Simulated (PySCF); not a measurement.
# C3H4AlF (SMILES C#[C][Al]([CH3])[F]): levels of theory compared

We compute a comparison of 5 runs (HF/STO-3G, HF/def2-SVP, B3LYP/6-31G*, PBE0/def2-SVP, PBE/6-311+G**) of C3H4AlF. 

The results are computed with PySCF 2.14.0.

## Step 1: Starting point

C3H4AlF has 9 atoms, charge 0, and is taken as a singlet. SMILES: `C#[C][Al]([CH3])[F]`. The coordinates come from a PBE0-D4/def2-TZVP relaxation.

Bond lengths: C1–C2 1.210 Å, C2–Al3 1.900 Å, Al3–C4 1.931 Å, Al3–F5 1.650 Å, C1–H6 1.067 Å, C4–H7 1.094 Å, C4–H8 1.094 Å, C4–H9 1.092 Å. Some angles: C1–C2–Al3 177.8°, C2–Al3–C4 124.6°, C2–Al3–F5 116.1°, C4–Al3–F5 119.2°, C2–C1–H6 179.6°, Al3–C4–H7 110.8°, Al3–C4–H8 110.9°, Al3–C4–H9 112.0°, H7–C4–H8 106.6°, H7–C4–H9 108.1°.

## Step 2: Energy and gradient at HF/STO-3G (run 1)

Input file run.py:

```python
import pyscf.grad
from pyscf import gto

molecule = gto.Mole()
molecule.atom = '''
C      0.405913     5.234352     0.650444
C      0.577311     3.082710    -0.103935
Al     0.768363    -0.336938    -1.184102
C     -0.828456    -3.141103     0.517974
F      2.430566    -0.869841    -3.766980
H      0.263050     7.135984     1.304667
H     -2.191326    -4.075950    -0.724899
H      0.564839    -4.572759     1.050121
H     -1.822830    -2.543760     2.224775
'''
molecule.basis = 'sto-3g'
molecule.unit = 'bohr'
molecule.max_memory = 1860
molecule.charge = 0
molecule.spin = 0
molecule.verbose = 4
molecule.build()

mf = molecule.RHF()
mf.conv_tol = 1e-10
mf.kernel()
if not mf.converged:
    mf = mf.newton().run(mf.mo_coeff, mf.mo_occ)

etot = mf.e_tot
print('Final energy', etot)
grad = mf.Gradients().kernel()
mf.analyze()
```

Run with:

```console
$ OMP_NUM_THREADS=1 python run.py
```

The log of the run:

```text
PySCF version 2.14.0

[... 67 lines left out ...]
converged SCF energy = -451.600484086001
[... 15 lines left out ...]
One-electron Energy =                 -986.038088245376230
[... 5 lines left out ...]
MO #1   energy= -57.8413508125355  occ= 2
[... 3 lines left out ...]
MO #5   energy= -10.8964444309395  occ= 2
[... 3 lines left out ...]
MO #9   energy= -2.99307672201411  occ= 2
[... 3 lines left out ...]
MO #13  energy= -0.647009813598909 occ= 2
[... 3 lines left out ...]
MO #17  energy= -0.431402989062826 occ= 2
[... 3 lines left out ...]
MO #21  energy= -0.310812609782606 occ= 2
[... 3 lines left out ...]
MO #25  energy= 0.417400272196634  occ= 0
[... 3 lines left out ...]
MO #29  energy= 0.729923446317437  occ= 0
[... 3 lines left out ...]
MO #33  energy= 1.44243693886562   occ= 0
[... 6 lines left out ...]
pop of  0 C 2pz           1.01787
pop of  1 C 1s            1.99987
pop of  1 C 2s            1.20942
pop of  1 C 2px           0.97719
pop of  1 C 2py           1.10505
pop of  1 C 2pz           0.98410
pop of  2 Al 1s           2.00000
pop of  2 Al 2s           1.99992
pop of  2 Al 3s           0.88498
pop of  2 Al 2px          1.99894
pop of  2 Al 2py          1.99843
pop of  2 Al 2pz          1.99894
pop of  2 Al 3px          0.27133
pop of  2 Al 3py          0.58285
pop of  2 Al 3pz          0.39364
pop of  3 C 1s            1.99977
pop of  3 C 2s            1.06556
pop of  3 C 2px           1.05260
pop of  3 C 2py           1.12875
pop of  3 C 2pz           1.05670
pop of  4 F 1s            1.99996
pop of  4 F 2s            1.88767
pop of  4 F 2px           1.80315
pop of  4 F 2py           1.94298
pop of  4 F 2pz           1.66476
pop of  5 H 1s            0.93782
pop of  6 H 1s            0.98022
pop of  7 H 1s            0.98010
pop of  8 H 1s            0.97903
 ** Mulliken atomic charges  **
charge of    0C =     -0.11626
charge of    1C =     -0.27563
charge of    2Al =      0.87096
charge of    3C =     -0.30338
charge of    4F =     -0.29852
charge of    5H =      0.06218
charge of    6H =      0.01978
charge of    7H =      0.01990
charge of    8H =      0.02097
Dipole moment(X, Y, Z, Debye): -0.44279, -0.46961,  0.54726
```

Wall time 5.4 s (1 thread of Intel Xeon at 2.50GHz (Skylake/Cascade Lake), shared host); peak memory 0.12 GiB.

## Step 3: Energy and forces at HF/def2-SVP (run 2)

Input file start.xyz:

```xyz
9
C3H4AlF
C      0.214800     2.769900     0.344200
C      0.305500     1.631300    -0.055000
Al     0.406600    -0.178300    -0.626600
C     -0.438400    -1.662200     0.274100
F      1.286200    -0.460300    -1.993400
H      0.139200     3.776200     0.690400
H     -1.159600    -2.156900    -0.383600
H      0.298900    -2.419800     0.555700
H     -0.964600    -1.346100     1.177300
```

Input file job.py:

```python
import pyscf.grad
from pyscf import gto

mol = gto.M(
    atom='start.xyz',
    basis='def2-svp',
    max_memory=1860,
    verbose=4,
)

calc0 = mol.RHF()
calc0.conv_tol = 1e-10
calc0.kernel()
if not calc0.converged:
    calc0 = calc0.newton().run(calc0.mo_coeff, calc0.mo_occ)

energy = calc0.e_tot
print('E(%s) = %.9f' % ('HF', energy))
grad = calc0.Gradients().kernel()
dip = calc0.dip_moment()
pop, q = calc0.mulliken_pop()
```

Run with:

```console
$ OMP_NUM_THREADS=1 python job.py
```

The log of the run:

```text
PySCF version 2.14.0

[... 67 lines left out ...]
converged SCF energy = -457.086202887051
[... 12 lines left out ...]
Dipole moment(X, Y, Z, Debye): -1.13622,  0.39046,  1.76962
[... 65 lines left out ...]
pop of  4 F 2py           1.13430
pop of  4 F 2pz           1.09516
pop of  4 F 3px           0.76124
pop of  4 F 3py           0.77053
pop of  4 F 3pz           0.72770
pop of  4 F 3dxy          0.00030
pop of  4 F 3dyz          0.00066
pop of  4 F 3dz^2         0.00111
pop of  4 F 3dxz          0.00119
pop of  4 F 3dx2-y2       0.00032
pop of  5 H 1s            0.73502
pop of  5 H 2s            0.15479
pop of  5 H 2px           0.00446
pop of  5 H 2py           0.01917
pop of  5 H 2pz           0.00621
pop of  6 H 1s            0.73305
pop of  6 H 2s            0.17505
pop of  6 H 2px           0.01017
pop of  6 H 2py           0.00822
pop of  6 H 2pz           0.00963
pop of  7 H 1s            0.73320
pop of  7 H 2s            0.17464
pop of  7 H 2px           0.01091
pop of  7 H 2py           0.01176
pop of  7 H 2pz           0.00532
pop of  8 H 1s            0.73594
pop of  8 H 2s            0.17130
pop of  8 H 2px           0.00725
pop of  8 H 2py           0.00660
pop of  8 H 2pz           0.01349
 ** Mulliken atomic charges  **
charge of    0C =     -0.24234
charge of    1C =     -0.21445
charge of    2Al =      1.21603
charge of    3C =     -0.49369
charge of    4F =     -0.53937
charge of    5H =      0.08035
charge of    6H =      0.06388
charge of    7H =      0.06418
charge of    8H =      0.06541
```

Wall time 14 s (1 thread of Intel Xeon at 2.50GHz (Skylake/Cascade Lake), shared host); peak memory 0.19 GiB.

Run 3 isn't shown in full; the table further down has it.

## Step 4: Energy and forces at PBE0/def2-SVP (run 4)

Input file job.py:

```python
from pyscf import gto, dft

mol = gto.M(
    atom='''
C        0.214800       2.769900       0.344200
C        0.305500       1.631300      -0.055000
Al       0.406600      -0.178300      -0.626600
C       -0.438400      -1.662200       0.274100
F        1.286200      -0.460300      -1.993400
H        0.139200       3.776200       0.690400
H       -1.159600      -2.156900      -0.383600
H        0.298900      -2.419800       0.555700
H       -0.964600      -1.346100       1.177300
''',
    max_memory=1860,
    verbose=4,
    charge=0,
    basis='def2-svp',
)

calc0 = dft.RKS(mol, xc='pbe0')
calc0.conv_tol = 1e-10
calc0.grids.level = 5
calc0.kernel()
if not calc0.converged:
    calc0 = calc0.newton().run(calc0.mo_coeff, calc0.mo_occ)

e_final = calc0.e_tot
print(f'total energy: {e_final:.8f} hartree')
grad = calc0.nuc_grad_method().kernel()
dip = calc0.dip_moment()
pop, q = calc0.mulliken_pop()
```

Run with:

```console
$ OMP_NUM_THREADS=1 python job.py
```

The log of the run:

```text
PySCF version 2.14.0

[... 78 lines left out ...]
converged SCF energy = -458.425634805718
total energy: -458.42563481 hartree
[... 12 lines left out ...]
Dipole moment(X, Y, Z, Debye): -1.06704,  0.20422,  1.62222
[... 65 lines left out ...]
pop of  4 F 2py           1.13672
pop of  4 F 2pz           1.09721
pop of  4 F 3px           0.71950
pop of  4 F 3py           0.73350
pop of  4 F 3pz           0.68081
pop of  4 F 3dxy          0.00029
pop of  4 F 3dyz          0.00064
pop of  4 F 3dz^2         0.00105
pop of  4 F 3dxz          0.00112
pop of  4 F 3dx2-y2       0.00031
pop of  5 H 1s            0.73867
pop of  5 H 2s            0.19292
pop of  5 H 2px           0.00539
pop of  5 H 2py           0.01588
pop of  5 H 2pz           0.00665
pop of  6 H 1s            0.71962
pop of  6 H 2s            0.17422
pop of  6 H 2px           0.00939
pop of  6 H 2py           0.00819
pop of  6 H 2pz           0.00926
pop of  7 H 1s            0.71978
pop of  7 H 2s            0.17391
pop of  7 H 2px           0.01016
pop of  7 H 2py           0.01053
pop of  7 H 2pz           0.00611
pop of  8 H 1s            0.72243
pop of  8 H 2s            0.17142
pop of  8 H 2px           0.00727
pop of  8 H 2py           0.00726
pop of  8 H 2pz           0.01157
 ** Mulliken atomic charges  **
charge of    0C =     -0.25825
charge of    1C =     -0.04111
charge of    2Al =      0.88205
charge of    3C =     -0.46042
charge of    4F =     -0.40163
charge of    5H =      0.04048
charge of    6H =      0.07931
charge of    7H =      0.07952
charge of    8H =      0.08005
```

Wall time 66 s (1 thread of Intel Xeon at 2.50GHz (Skylake/Cascade Lake), shared host); peak memory 0.93 GiB.

## Step 5: Energy and gradient at PBE/6-311+G(d,p) (run 5)

Input file calc.py:

```python
from pyscf import gto, dft

molecule = gto.M(
    atom='''
C        0.214800       2.769900       0.344200
C        0.305500       1.631300      -0.055000
Al       0.406600      -0.178300      -0.626600
C       -0.438400      -1.662200       0.274100
F        1.286200      -0.460300      -1.993400
H        0.139200       3.776200       0.690400
H       -1.159600      -2.156900      -0.383600
H        0.298900      -2.419800       0.555700
H       -0.964600      -1.346100       1.177300
''',
    spin=0,
    verbose=4,
    basis='6-311+g**',
    max_memory=1860,
)

mf = dft.RKS(molecule, xc='pbe')
mf.grids.level = 5
mf.conv_tol = 1e-10
mf.kernel()
if not mf.converged:
    mf = mf.newton().run(mf.mo_coeff, mf.mo_occ)

etot = mf.e_tot
print('Final energy', etot)
grad = mf.nuc_grad_method().kernel()
mf.analyze()
```

Run with:

```console
$ OMP_NUM_THREADS=1 python calc.py
```

The log of the run:

```text
PySCF version 2.14.0

[... 101 lines left out ...]
Two-electron Coulomb Energy =          397.861162568399664
[... 14 lines left out ...]
MO #12  energy= -0.627872986195354 occ= 2
[... 12 lines left out ...]
MO #25  energy= -0.0338388807546152 occ= 0
[... 12 lines left out ...]
MO #38  energy= 0.106515838014744  occ= 0
[... 12 lines left out ...]
MO #51  energy= 0.273094615446472  occ= 0
[... 12 lines left out ...]
MO #64  energy= 0.540656911583821  occ= 0
[... 12 lines left out ...]
MO #77  energy= 0.821961501340619  occ= 0
[... 12 lines left out ...]
MO #90  energy= 1.38860800493732   occ= 0
[... 12 lines left out ...]
MO #103 energy= 1.98620740376051   occ= 0
[... 12 lines left out ...]
MO #116 energy= 2.67050853795677   occ= 0
[... 12 lines left out ...]
MO #129 energy= 3.79455276628194   occ= 0
[... 12 lines left out ...]
MO #142 energy= 120.009461471014   occ= 0
[... 115 lines left out ...]
pop of  4 F 3dxy          0.00015
pop of  4 F 3dyz          0.00035
pop of  4 F 3dz^2         0.00063
pop of  4 F 3dxz          0.00080
pop of  4 F 3dx2-y2       0.00018
pop of  5 H 1s            0.81399
pop of  5 H 2s            0.00811
pop of  5 H 3s            0.00435
pop of  5 H 2px           0.00031
pop of  5 H 2py           0.00099
pop of  5 H 2pz           0.00040
pop of  6 H 1s            0.84941
pop of  6 H 2s            0.00412
pop of  6 H 3s            0.00253
pop of  6 H 2px           0.00030
pop of  6 H 2py           0.00032
pop of  6 H 2pz           0.00026
pop of  7 H 1s            0.84950
pop of  7 H 2s            0.00413
pop of  7 H 3s            0.00254
pop of  7 H 2px           0.00030
pop of  7 H 2py           0.00045
pop of  7 H 2pz           0.00012
pop of  8 H 1s            0.85086
pop of  8 H 2s            0.00394
pop of  8 H 3s            0.00260
pop of  8 H 2px           0.00020
pop of  8 H 2py           0.00019
pop of  8 H 2pz           0.00043
 ** Mulliken atomic charges  **
charge of    0C =     -0.13596
charge of    1C =     -0.31076
charge of    2Al =      1.03081
charge of    3C =     -0.66439
charge of    4F =     -0.51935
charge of    5H =      0.17185
charge of    6H =      0.14306
charge of    7H =      0.14295
charge of    8H =      0.14179
Dipole moment(X, Y, Z, Debye): -1.14445,  0.20276,  1.73751
```

Wall time 2.1 min (1 thread of Intel Xeon at 2.50GHz (Skylake/Cascade Lake), shared host); peak memory 1.6 GiB.

## Step 6: Overview of the runs

```tsv
run	level	integration grid	energy (Eh)	dipole moment (D)	HOMO energy (eV)	LUMO energy (eV)	wall time
1	HF/STO-3G	–	-451.600484	0.85	-8.34	8.02	5.4 s
2	HF/def2-SVP	–	-457.086203	2.14	-11.01	1.95	14 s
3	B3LYP/6-31G* (spherical functions)	5	-459.024150	1.89	-7.68	-1.11	58 s
4	PBE0/def2-SVP	5	-458.425635	1.95	-8.24	-1.06	66 s
5	PBE/6-311+G**	5	-458.701267	2.09	-7.14	-2.08	2.1 min
```

## Step 7: What came out

| quantity | value |
| --- | --- |
| run 5: total energy | -458.70127 Eh |
| run 5: dipole moment | 2.09 D |
| run 5: HOMO energy | -7.14 eV |
| run 5: LUMO energy | -2.08 eV |
| run 5: HOMO–LUMO gap | 5.06 eV |
| run 5: largest force on an atom | 1.338 eV/Å |

What this shows: The dipole moment (its size) runs from 0.85 D (HF/STO-3G) to 2.14 D (HF/def2-SVP). The HOMO–LUMO gap runs from 5.06 eV (PBE/6-311+G**) to 16.36 eV (HF/STO-3G). The two ends differ in method and basis. Totals of different functionals can't be ranked against each other. In run 1 the basis is minimal, so the values are rough. All runs together took 4.5 min, the longest 2.1 min.
